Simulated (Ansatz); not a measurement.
# B2BrH5Si: a nudged elastic band in two tries

Wanted: a band of images between two relaxed ends, and a check that the input is sound. SMILES of the start: B[SiH2]BBr.

Method: UKS B3LYP-D4/def2-SVP, in Ansatz 0.2.0.

### Step 1. The system as given

Bond lengths: B1–Si2 2.015 Å, Si2–B3 2.025 Å, B3–Br4 1.913 Å, B1–H5 1.206 Å, B1–H6 1.206 Å, Si2–H7 1.496 Å, Si2–H8 1.495 Å, B3–H9 1.203 Å. Angles: B1–Si2–B3 101.5°, B1–Si2–H7 112.8°, B1–Si2–H8 112.7°, B3–Si2–H7 110.3°, B3–Si2–H8 110.0°, H7–Si2–H8 109.4°, Si2–B1–H5 120.5°, Si2–B1–H6 121.1°, H5–B1–H6 118.3°, Si2–B3–Br4 119.9°, Si2–B3–H9 124.3°, Br4–B3–H9 115.7°.

As a file:

```xyz
9

B    -0.3267    1.1424   -1.1369
Si    0.6535   -0.4595   -0.4076
B    -0.0820   -0.5611    1.4758
Br   -1.7761   -1.3898    1.7941
H    -1.4013    1.0123   -1.6679
H     0.1049    2.2586   -0.9876
H     2.1364   -0.2656   -0.3747
H     0.3348   -1.7173   -1.1498
H     0.4450   -0.0663    2.4374
```

### Step 2. First attempt

input.yaml reads:

```yaml
crystal:
  periodic: [false, false, false]
  atoms:
    - { symbol: B, position_ang: [-0.326718, 1.142448, -1.136916] }
    - { symbol: Si, position_ang: [0.653496, -0.459526, -0.407646] }
    - { symbol: B, position_ang: [-0.081983, -0.56113, 1.47584] }
    - { symbol: Br, position_ang: [-1.776142, -1.389841, 1.794127] }
    - { symbol: H, position_ang: [-1.401315, 1.012304, -1.667858] }
    - { symbol: H, position_ang: [0.104895, 2.258623, -0.987599] }
    - { symbol: H, position_ang: [2.136352, -0.265614, -0.37468] }
    - { symbol: H, position_ang: [0.334849, -1.71726, -1.149827] }
    - { symbol: H, position_ang: [0.444967, -0.066302, 2.437361] }
magnetization:
  spin_polarized: true
  initial_magnetization: 1
basis:
  gaussian: { orbitals: def2-SVP }
hamiltonian:
  xc: b3lyp
  dispersion: d4
neb:
  order_check: false
  images: 9
  f_tol: 0.05
  max_iterations: 8
  final_atoms:
    - { symbol: B, position_ang: [-0.35817988, 1.23506616, -1.35151307] }
    - { symbol: Si, position_ang: [0.73170139, 0.25626959, -0.01756358] }
    - { symbol: B, position_ang: [-0.0251634, -0.8979675, 1.34617936] }
    - { symbol: Br, position_ang: [-1.93314263, -0.95741667, 1.71908002] }
    - { symbol: H, position_ang: [-1.45954017, 0.84278819, -1.63372747] }
    - { symbol: H, position_ang: [0.03687102, 2.26792737, -1.82838009] }
    - { symbol: H, position_ang: [2.18741407, 0.05950821, -0.2668075] }
    - { symbol: H, position_ang: [0.19598483, -1.30392144, -0.0195915] }
    - { symbol: H, position_ang: [0.71245576, -1.54855193, 2.03512583] }
  initial_path:
    images:
      - { positions_ang: [[-0.326718, 1.142448, -1.136916], [0.653496, -0.459526, -0.407646], [-0.081983, -0.56113, 1.47584], [-1.776142, -1.389841, 1.794127], [-1.401315, 1.012304, -1.667858], [0.104895, 2.258623, -0.987599], [2.136352, -0.265614, -0.37468], [0.334849, -1.71726, -1.149827], [0.444967, -0.066302, 2.437361]] }
      - { positions_ang: [[-0.31741789, 1.13085909, -1.15724526], [0.65859848, -0.43798806, -0.4270492], [-0.06078674, -0.59232486, 1.43663024], [-1.77543277, -1.35899393, 1.75546089], [-1.31529674, 1.00201305, -1.78315859], [0.01969887, 2.24602035, -0.93290798], [2.13599098, -0.2100851, -0.39119359], [0.22671558, -1.64955546, -0.91782579], [0.51633123, -0.17624309, 2.40009127]] }
      - { positions_ang: [[-0.30811777, 1.11927017, -1.17757452], [0.66370097, -0.41645012, -0.4464524], [-0.03959048, -0.62351971, 1.39742048], [-1.77472353, -1.32814686, 1.71679479], [-1.22927849, 0.9917221, -1.89845919], [-0.06549727, 2.23341771, -0.87821695], [2.13562996, -0.15455619, -0.40770718], [0.11858215, -1.58185092, -0.68582458], [0.58769545, -0.28618417, 2.36282155]] }
      - { positions_ang: [[-0.29881766, 1.10768126, -1.19790378], [0.66880345, -0.39491218, -0.4658556], [-0.01839422, -0.65471457, 1.35821073], [-1.7740143, -1.29729979, 1.67812868], [-1.14326023, 0.98143115, -2.01375978], [-0.1506934, 2.22081506, -0.82352593], [2.13526895, -0.09902729, -0.42422077], [0.01044873, -1.51414638, -0.45382337], [0.65905968, -0.39612526, 2.32555182]] }
      - { positions_ang: [[-0.28951754, 1.09609235, -1.21823304], [0.67390593, -0.37337424, -0.4852588], [0.00280204, -0.68590943, 1.31900097], [-1.77330506, -1.26645272, 1.63946257], [-1.05724197, 0.9711402, -2.12906037], [-0.23588954, 2.20821241, -0.76883491], [2.13490793, -0.04349838, -0.44073437], [-0.0976847, -1.44644184, -0.22182216], [0.7304239, -0.50606635, 2.2882821]] }
      - { positions_ang: [[-0.28021743, 1.08450344, -1.23856229], [0.67900842, -0.3518363, -0.504662], [0.0239983, -0.71710428, 1.27979121], [-1.77259583, -1.23560565, 1.60079646], [-0.97122372, 0.96084925, -2.24436096], [-0.32108567, 2.19560977, -0.71414388], [2.13454691, 0.01203052, -0.45724796], [-0.20581812, -1.3787373, 0.01017905], [0.80178813, -0.61600744, 2.25101237]] }
      - { positions_ang: [[-0.29580992, 1.11461598, -1.26115245], [0.68954701, -0.23021512, -0.40724232], [0.01416596, -0.75327693, 1.29306884], [-1.80470519, -1.17996786, 1.62445318], [-1.06888701, 0.93723704, -2.12223426], [-0.24949433, 2.21007329, -0.93699113], [2.14512034, 0.02152606, -0.41915987], [-0.12545753, -1.36377413, 0.00422494], [0.78392166, -0.80251634, 2.20783506]] }
      - { positions_ang: [[-0.31140241, 1.14472853, -1.28374261], [0.70008561, -0.10859394, -0.30982263], [0.00433362, -0.78944957, 1.30634647], [-1.83681455, -1.12433006, 1.64810989], [-1.1665503, 0.91362482, -2.00010757], [-0.177903, 2.22453681, -1.15983837], [2.15569377, 0.0310216, -0.38107178], [-0.04509694, -1.34881096, -0.00172917], [0.76605518, -0.98902524, 2.16465776]] }
      - { positions_ang: [[-0.3269949, 1.17484107, -1.30633276], [0.7106242, 0.01302724, -0.21240295], [-0.00549872, -0.82562221, 1.3196241], [-1.86892391, -1.06869226, 1.6717666], [-1.26421359, 0.89001261, -1.87798087], [-0.10631166, 2.23900033, -1.38268561], [2.16626721, 0.04051714, -0.34298368], [0.03526365, -1.33384778, -0.00768328], [0.74818871, -1.17553413, 2.12148045]] }
      - { positions_ang: [[-0.34258739, 1.20495362, -1.32892292], [0.7211628, 0.13464842, -0.11498327], [-0.01533106, -0.86179485, 1.33290173], [-1.90103327, -1.01305447, 1.69542331], [-1.36187688, 0.8664004, -1.75585417], [-0.03472032, 2.25346385, -1.60553285], [2.17684064, 0.05001268, -0.30489559], [0.11562424, -1.31888461, -0.01363739], [0.73032223, -1.36204303, 2.07830314]] }
      - { positions_ang: [[-0.35817988, 1.23506616, -1.35151307], [0.73170139, 0.25626959, -0.01756358], [-0.0251634, -0.8979675, 1.34617936], [-1.93314263, -0.95741667, 1.71908002], [-1.45954017, 0.84278819, -1.63372747], [0.03687102, 2.26792737, -1.82838009], [2.18741407, 0.05950821, -0.2668075], [0.19598483, -1.30392144, -0.0195915], [0.71245576, -1.54855193, 2.03512583]] }
```

The run is started by

```sh
> ansatz run input.yaml --threads 2 --pin off --max-ram 3072MiB --backend cpu --events-out ev --progress --plain --runs-dir out
```

Q: Predict the outcome of this session. Wanted: first try.

The runs gave:

| quantity | value |
| --- | --- |
| first try | refused |
| cause | the number of unpaired electrons doesn't fit the number of electrons: even goes with even, odd with odd |

What this shows: The fault in the first input was caught at the input check and cost nothing.
